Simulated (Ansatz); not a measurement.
# C₂H₅ClF₂Si: up Jacob's ladder to CCSD(T)

The task here is to estimate one member of a computed series from the others.

Program: Ansatz 0.2.0, Gaussian basis. Level of theory: functionals in def2-TZVPP, the program's frozen cores in correlated methods. These are calculated values, not measurements.

Plan: PBE-D4, r2SCAN-D4, PBE0-D4, B3LYP-D4, ωB97X-V, ωB97M-V, B2PLYP; CCSD(T)/def2-TZVPP; MP2/def2-QZVPP; extrapolation to the limit.

### The geometry

The geometry comes from an earlier relaxation with PBE0-D4 in a triple-zeta def2 set; it is a stationary point, not always the lowest conformer.

SMILES `C[Si@H](F)[C@@H](F)Cl`, 11 atoms, charge 0, spin multiplicity 1.

Atoms are counted from 1 here; the program's logs count them from 0.

Bond lengths: C1–Si2 1.844 Å, C1–H7 1.092 Å, C1–H8 1.092 Å, C1–H9 1.093 Å, Si2–F3 1.599 Å, Si2–C4 1.905 Å, Si2–H10 1.483 Å, C4–F5 1.374 Å, C4–Cl6 1.779 Å, C4–H11 1.092 Å. Angles: Si2–C1–H7 110.8°, Si2–C1–H8 110.8°, Si2–C1–H9 109.8°, H7–C1–H8 108.8°, H7–C1–H9 108.3°, H8–C1–H9 108.2°, C1–Si2–F3 111.2°, C1–Si2–C4 110.7°, C1–Si2–H10 113.2°, F3–Si2–C4 106.3°, F3–Si2–H10 107.6°, C4–Si2–H10 107.4°, Si2–C4–F5 108.9°, Si2–C4–Cl6 110.1°, Si2–C4–H11 114.6°, F5–C4–Cl6 109.3°, F5–C4–H11 107.9°, Cl6–C4–H11 105.9°.

The first run:

The input, in.yaml:

```yaml
crystal:
  periodic: [false, false, false]
  atoms:
    - {symbol: C, position_ang: [0.255999, -1.187415, -1.006470]}
    - {symbol: Si, position_ang: [-0.531575, -0.371839, 0.447750]}
    - {symbol: F, position_ang: [-2.098237, -0.156642, 0.212517]}
    - {symbol: C, position_ang: [0.209984, 1.359709, 0.733332]}
    - {symbol: F, position_ang: [1.542734, 1.227325, 1.041374]}
    - {symbol: Cl, position_ang: [0.042635, 2.347377, -0.736587]}
    - {symbol: H, position_ang: [0.100020, -0.599345, -1.912844]}
    - {symbol: H, position_ang: [-0.156571, -2.186883, -1.160314]}
    - {symbol: H, position_ang: [1.332086, -1.283424, -0.839475]}
    - {symbol: H, position_ang: [-0.367260, -1.137466, 1.707648]}
    - {symbol: H, position_ang: [-0.264314, 1.931504, 1.533672]}
basis:
  gaussian: {orbitals: def2-TZVPP}
hamiltonian: {xc: pbe, dispersion: d4}
output: {forces: true, orbitals: {seedname: orbitals}}
```

Started as:

```bash
> ansatz run in.yaml --threads 4 --pin off --events-out ev --progress --plain --max-ram 10444MiB
```

Among the steps run: PBE-D4 (GGA); r2SCAN-D4 (meta-GGA); PBE0-D4 (hybrid); B3LYP-D4 (hybrid); ωB97X-V (range-separated); ωB97M-V (range-separated); B2PLYP (double hybrid); CCSD(T) in def2-TZVPP; MP2 in def2-QZVPP.

One of the session's tables, all rows but one given; the rest of the session is left out.

It belongs to the step «Atomisation energies». 

```
            method  atomisation energy (kJ/mol)
            PBE-D4                       4151.3
         r2SCAN-D4                       4087.8
           PBE0-D4                       4071.0
          B3LYP-D4                       4052.3
           ωB97X-V                       4086.3
           ωB97M-V                            ?
            B2PLYP                       4017.8
     HF/def2-TZVPP                       2988.8
    MP2/def2-TZVPP                       4058.6
   CCSD/def2-TZVPP                       3900.7
CCSD(T)/def2-TZVPP                       3963.3
           MP2/CBS                       4171.3
       CCSD(T)/CBS                       4076.0
```

Q: Estimate the row for ωB97M-V from the others.

**Answer.** atomisation energy (kJ/mol): 4086.2. In the column «atomisation energy (kJ/mol)» it lies between CCSD(T)/CBS (4076.0) and ωB97X-V (4086.3).
